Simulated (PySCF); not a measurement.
# HSiCl2SBu: NMR shifts at several levels of theory, part 2 of 2

PySCF 2.14.0. Atoms count from 0. The steps go on from the part before.

### 6 Nuclear shieldings: BHandHLYP/pcSseg-1

Job settings and geometry (Å):

```
{"job": {"kind": "nmr", "xc": "BHandHLYP", "basis": "pcSseg-1", "pop": false}, "charge": 0, "multiplicity": 1}
C     -1.667159     1.012129     0.068501
C     -0.593333     0.240233     0.816773
C      0.314898    -0.557081    -0.106749
C      1.433114    -1.318038     0.585413
S      2.574283    -0.306746     1.614201
Si     3.257316     1.091498     0.185264
Cl     4.875068     2.015292     1.044260
Cl     3.808203     0.133057    -1.560503
H     -2.310246     0.340666    -0.522936
H     -1.220751     1.738550    -0.629744
H     -2.316123     1.571779     0.758349
H     -1.059232    -0.447046     1.544855
H      0.021823     0.933557     1.414547
H      0.742937     0.107468    -0.879405
H     -0.283220    -1.297354    -0.667819
H      1.027998    -2.048951     1.302308
H      2.046446    -1.869202    -0.141920
H      2.285116     2.141107    -0.201844
```

With the program's defaults for keys left out, this is: GIAO BHandHLYP/pcSseg-1 NMR shielding, non-relativistic, gas phase.

The log of the run:

```text
coarse grid: 17040 points
cycle   1  E = -1766.3631105745  dE =  8.254e-01  |g| = 4.632e-01  |ddm| = 3.711e+00
cycle   2  E = -1766.3841325887  dE = -2.102e-02  |g| = 4.171e-01  |ddm| = 9.997e-01
cycle   3  E = -1766.4293521135  dE = -4.522e-02  |g| = 3.801e-02  |ddm| = 5.030e-01
cycle   4  E = -1766.4297457568  dE = -3.936e-04  |g| = 1.463e-02  |ddm| = 5.759e-02
cycle   5  E = -1766.4298019129  dE = -5.616e-05  |g| = 3.766e-03  |ddm| = 1.923e-02
cycle   6  E = -1766.4298057911  dE = -3.878e-06  |g| = 8.903e-04  |ddm| = 4.460e-03
final grid: 145720 points
cycle   7  E = -1766.4610204433  dE = -1.662e-05  |g| = 3.598e-03  |ddm| = 1.466e-02
cycle   8  E = -1766.4610212538  dE = -8.105e-07  |g| = 3.156e-03  |ddm| = 5.956e-03
cycle   9  E = -1766.4610237448  dE = -2.491e-06  |g| = 1.920e-04  |ddm| = 2.837e-03
cycle  10  E = -1766.4610237536  dE = -8.792e-09  |g| = 9.656e-05  |ddm| = 3.407e-04
cycle  11  E = -1766.4610237561  dE = -2.440e-09  |g| = 2.077e-05  |ddm| = 1.227e-04
cycle  12  E = -1766.4610237562  dE = -1.255e-10  |g| = 6.742e-06  |ddm| = 2.756e-05
converged SCF energy = -1766.4610237562

GIAO shielding tensors (ppm)
atom      isotropic    diamagn.    paramagn.     s11        s22        s33       span
  0 C      168.298     245.696     -77.398    157.257    162.380    185.258     28.001
  1 C      162.023     248.058     -86.035    149.552    166.662    169.855     20.303
  2 C      150.541     250.148     -99.607    136.200    150.652    164.770     28.570
  3 C      149.661     248.100     -98.439    130.241    152.613    166.129     35.888
  4 S      596.792    1057.032    -460.240    493.018    538.858    758.500    265.482
  5 Si     331.212     873.379    -542.166    292.170    330.794    370.672     78.502
  6 Cl     890.948    1144.905    -253.957    776.921    889.318   1006.604    229.683
  7 Cl     873.574    1148.105    -274.531    780.077    842.842    997.804    217.727
  8 H       30.524      30.158       0.367     26.132     28.272     37.170     11.038
  9 H       30.656      30.628       0.028     25.886     29.846     36.236     10.350
 10 H       30.167      28.548       1.619     25.491     27.207     37.803     12.312
 11 H       30.507      31.987      -1.481     25.119     29.993     36.408     11.289
 12 H       29.647      32.380      -2.733     23.672     30.660     34.608     10.936
 13 H       30.418      35.261      -4.842     24.924     31.806     34.525      9.601
 14 H       30.042      33.223      -3.181     24.815     29.093     36.218     11.402
 15 H       29.118      30.415      -1.296     23.164     27.471     36.720     13.556
 16 H       28.391      30.677      -2.286     23.198     27.925     34.050     10.852
 17 H       25.577      29.153      -3.576     21.573     24.603     30.554      8.981
```

Wall time 65 s (1 thread, shared host).

Key values: δ C3 34.3, C2 33.4, C1 22.0, C0 15.7, H17 5.87, H15 2.69 ppm (means over like atoms).

### 7 Nuclear shieldings: BP86/pcSseg-1

Settings changed since step 6:

```diff
@@ -1,2 +1,2 @@
-{"job": {"kind": "nmr", "xc": "BHandHLYP", "basis": "pcSseg-1", "pop": false}, "charge": 0, "multiplicity": 1}
+{"job": {"kind": "nmr", "xc": "BP86", "basis": "pcSseg-1", "pop": false}, "charge": 0, "multiplicity": 1}
 C     -1.667159     1.012129     0.068501
```

Level: GIAO BP86/pcSseg-1 NMR shielding, non-relativistic, gas phase.

The log of the run:

```text
coarse grid: 17040 points
cycle   1  E = -1766.5760365744  dE =  5.038e-01  |g| = 6.038e-01  |ddm| = 3.858e+00
cycle   2  E = -1766.4224515067  dE =  1.536e-01  |g| = 9.735e-01  |ddm| = 1.651e+00
cycle   3  E = -1766.6754139167  dE = -2.530e-01  |g| = 1.029e-01  |ddm| = 1.128e+00
cycle   4  E = -1766.6781694407  dE = -2.756e-03  |g| = 4.497e-02  |ddm| = 2.017e-01
cycle   5  E = -1766.6786995873  dE = -5.301e-04  |g| = 1.340e-02  |ddm| = 5.942e-02
cycle   6  E = -1766.6787401828  dE = -4.060e-05  |g| = 3.264e-03  |ddm| = 1.309e-02
cycle   7  E = -1766.6787425130  dE = -2.330e-06  |g| = 1.229e-03  |ddm| = 4.072e-03
final grid: 145720 points
cycle   8  E = -1766.7381668757  dE = -5.763e-05  |g| = 8.393e-03  |ddm| = 3.386e-02
cycle   9  E = -1766.7381420048  dE =  2.487e-05  |g| = 1.211e-02  |ddm| = 1.680e-02
cycle  10  E = -1766.7381791512  dE = -3.715e-05  |g| = 1.994e-03  |ddm| = 1.281e-02
cycle  11  E = -1766.7381799272  dE = -7.760e-07  |g| = 6.775e-04  |ddm| = 3.053e-03
cycle  12  E = -1766.7381801055  dE = -1.783e-07  |g| = 1.055e-04  |ddm| = 7.440e-04
cycle  13  E = -1766.7381801082  dE = -2.774e-09  |g| = 2.313e-05  |ddm| = 1.459e-04
cycle  14  E = -1766.7381801084  dE = -1.232e-10  |g| = 7.899e-06  |ddm| = 3.429e-05
converged SCF energy = -1766.7381801084

GIAO shielding tensors (ppm)
atom      isotropic    diamagn.    paramagn.     s11        s22        s33       span
  0 C      163.661     246.851     -83.191    152.107    156.930    181.945     29.838
  1 C      155.520     249.142     -93.623    142.310    160.520    163.729     21.418
  2 C      143.035     251.103    -108.068    127.982    143.933    157.191     29.209
  3 C      140.568     249.653    -109.085    118.175    143.179    160.349     42.174
  4 S      543.333    1057.253    -513.920    440.633    492.097    697.269    256.636
  5 Si     302.826     875.251    -572.425    253.730    308.246    346.503     92.773
  6 Cl     841.854    1144.817    -302.962    715.835    843.872    965.855    250.020
  7 Cl     813.641    1147.974    -334.333    710.772    784.935    945.215    234.442
  8 H       30.357      30.180       0.177     26.241     28.166     36.665     10.424
  9 H       30.484      30.689      -0.205     26.007     29.657     35.787      9.781
 10 H       29.989      28.400       1.589     25.564     27.176     37.228     11.663
 11 H       30.253      31.862      -1.610     25.123     29.905     35.730     10.608
 12 H       29.260      32.287      -3.027     23.584     30.141     34.053     10.469
 13 H       29.968      35.128      -5.160     24.699     31.288     33.917      9.217
 14 H       29.744      33.090      -3.346     24.867     28.965     35.400     10.533
 15 H       28.764      30.298      -1.534     23.010     27.406     35.876     12.867
 16 H       27.917      30.563      -2.646     22.991     27.649     33.112     10.121
 17 H       24.617      29.252      -4.635     20.723     23.620     29.509      8.787
```

It took 78 s on 1 thread, shared host.

In short: δ C3 39.2, C2 36.7, C1 24.2, C0 16.1, H17 6.65, H15 2.93 ppm (means over like atoms).

### 8 Nuclear shieldings: OPBE/pcSseg-1

Settings changed since step 7:

```diff
@@ -1,2 +1,2 @@
-{"job": {"kind": "nmr", "xc": "BP86", "basis": "pcSseg-1", "pop": false}, "charge": 0, "multiplicity": 1}
+{"job": {"kind": "nmr", "xc": "OPBE", "basis": "pcSseg-1", "pop": false}, "charge": 0, "multiplicity": 1}
 C     -1.667159     1.012129     0.068501
```

With the program's defaults for keys left out, this is: GIAO OPBE/pcSseg-1 NMR shielding, non-relativistic, gas phase.

The log of the run:

```text
coarse grid: 17040 points
cycle   1  E = -1766.2747414578  dE =  4.753e-01  |g| = 5.577e-01  |ddm| = 3.877e+00
cycle   2  E = -1766.1616369667  dE =  1.131e-01  |g| = 8.628e-01  |ddm| = 1.591e+00
cycle   3  E = -1766.3625606764  dE = -2.009e-01  |g| = 9.691e-02  |ddm| = 1.025e+00
cycle   4  E = -1766.3650940515  dE = -2.533e-03  |g| = 3.684e-02  |ddm| = 1.759e-01
cycle   5  E = -1766.3654431242  dE = -3.491e-04  |g| = 1.306e-02  |ddm| = 5.197e-02
cycle   6  E = -1766.3654827386  dE = -3.961e-05  |g| = 2.822e-03  |ddm| = 1.332e-02
cycle   7  E = -1766.3654844553  dE = -1.717e-06  |g| = 1.196e-03  |ddm| = 3.774e-03
final grid: 145720 points
cycle   8  E = -1766.3940360741  dE = -2.401e-04  |g| = 2.809e-02  |ddm| = 7.713e-02
cycle   9  E = -1766.3938358847  dE =  2.002e-04  |g| = 3.641e-02  |ddm| = 6.976e-02
cycle  10  E = -1766.3941669689  dE = -3.311e-04  |g| = 6.777e-03  |ddm| = 5.056e-02
cycle  11  E = -1766.3941788768  dE = -1.191e-05  |g| = 1.583e-03  |ddm| = 9.854e-03
cycle  12  E = -1766.3941795863  dE = -7.095e-07  |g| = 3.443e-04  |ddm| = 2.230e-03
cycle  13  E = -1766.3941796183  dE = -3.198e-08  |g| = 6.743e-05  |ddm| = 5.001e-04
cycle  14  E = -1766.3941796194  dE = -1.078e-09  |g| = 2.323e-05  |ddm| = 1.037e-04
cycle  15  E = -1766.3941796195  dE = -1.305e-10  |g| = 7.764e-06  |ddm| = 3.606e-05
converged SCF energy = -1766.3941796195

GIAO shielding tensors (ppm)
atom      isotropic    diamagn.    paramagn.     s11        s22        s33       span
  0 C      169.288     247.126     -77.837    158.461    162.561    186.843     28.382
  1 C      162.197     249.272     -87.076    149.759    166.233    170.598     20.839
  2 C      151.344     251.274     -99.930    136.870    152.203    164.958     28.087
  3 C      148.378     249.618    -101.240    126.062    151.368    167.705     41.644
  4 S      584.556    1057.195    -472.639    486.983    537.875    728.809    241.826
  5 Si     334.528     874.919    -540.390    290.277    338.883    374.426     84.149
  6 Cl     868.071    1145.089    -277.018    755.315    872.254    976.644    221.329
  7 Cl     842.693    1148.131    -305.439    752.329    816.412    959.337    207.008
  8 H       30.363      30.033       0.330     26.143     28.113     36.834     10.692
  9 H       30.490      30.460       0.030     25.904     29.624     35.942     10.038
 10 H       29.996      28.482       1.515     25.481     27.097     37.411     11.931
 11 H       30.215      31.820      -1.605     24.916     29.794     35.934     11.018
 12 H       29.297      31.964      -2.668     23.482     30.264     34.144     10.662
 13 H       29.973      34.669      -4.696     24.570     31.330     34.020      9.450
 14 H       29.763      33.001      -3.237     24.677     28.870     35.743     11.066
 15 H       28.726      30.115      -1.390     22.835     27.244     36.098     13.264
 16 H       27.957      30.352      -2.395     22.893     27.516     33.462     10.569
 17 H       24.751      28.825      -4.074     20.849     23.828     29.575      8.726
```

It took 82 s on 1 thread, shared host.

This run: δ C3 36.8, C2 33.8, C1 22.9, C0 15.8, H17 6.48, H15 2.89 ppm (means over like atoms).

### 9 Run by run: NMR shifts

Shifts (ppm) of some atoms, chosen among heavy atoms and hydrogens apart, means over like atoms, with basis size and wall time:

```csv
run,C3,C2,H17,H15,S4,Si5,Cl6,functions,time
BLYP/pcSseg-1,40.3,37.9,6.52,2.90,-41,30.2,99,214,79 s
WP04/pcSseg-1,39.5,35.4,5.63,2.68,-65,28.3,49,214,68 s
KT2/pcSseg-1,38.5,36.8,6.63,2.99,-49,28.1,106,214,83 s
BHandHLYP/pcSseg-1,34.3,33.4,5.87,2.69,-104,27.2,59,214,65 s
BP86/pcSseg-1,39.2,36.7,6.65,2.93,-53,31.1,104,214,78 s
OPBE/pcSseg-1,36.8,33.8,6.48,2.89,-78,25.8,83,214,82 s
measured,–,–,–,–,–,2.4,–,–,–
```

Measured: solution; U. Herzog, Habilitationsschrift, TU Bergakademie Freiberg, 2002/2003.

### 10 Results

The summary covers parts 1 to 2.

| quantity | value |
| --- | --- |
| point group | C1 |
| rotational constants (main isotopes) | 1.39, 0.53, 0.49 GHz |
| ¹³C shifts against TMS (BLYP/pcSseg-1) | 40.3, 37.9, 25.7, 16.7 ppm |
| ¹H shifts against TMS (BLYP/pcSseg-1, means over atoms taken as alike) | 6.52, 2.90, 1.53, 1.42, 1.00 ppm |
| ³³S shifts against CS2 (BLYP/pcSseg-1) | -41 ppm |
| ²⁹Si shifts against TMS (BLYP/pcSseg-1) | 30.2 ppm |
| ³⁵Cl shifts against HCl (BLYP/pcSseg-1, means over atoms taken as alike) | 99 ppm |
| measured, and computed on the same scale | Si5 δ 2.4, 30.2 ppm |
| range of the shift of S4 | -104 to -41 ppm |

What this shows: Single values in the summary come from the first run of each kind that ended normally (BLYP/pcSseg-1), which need not be the best level. Over 10 steps the energy fell by 0.115 eV; of the close pairs, Si5–Cl7 changed most, 2.020 to 2.066 Å. The one measured ²⁹Si shift is missed by +27.8 ppm (computed less measured, unscaled). Vibration, temperature and solvent are missing from the calculation, and it holds one conformer, so part of the miss against the measured shifts is not the functional's. Across the 6 runs the shift of S4 moves most, between -104 (BHandHLYP/pcSseg-1) and -41 ppm (BLYP/pcSseg-1). For the one measured ²⁹Si shift, OPBE/pcSseg-1 misses least (23.4 ppm, 82 s) and BP86/pcSseg-1 most (28.7 ppm, 78 s); the quickest, BHandHLYP/pcSseg-1, misses by 24.8 ppm in 65 s. One molecule ranks no method: errors cancel, and vibration and temperature are missing from all runs.
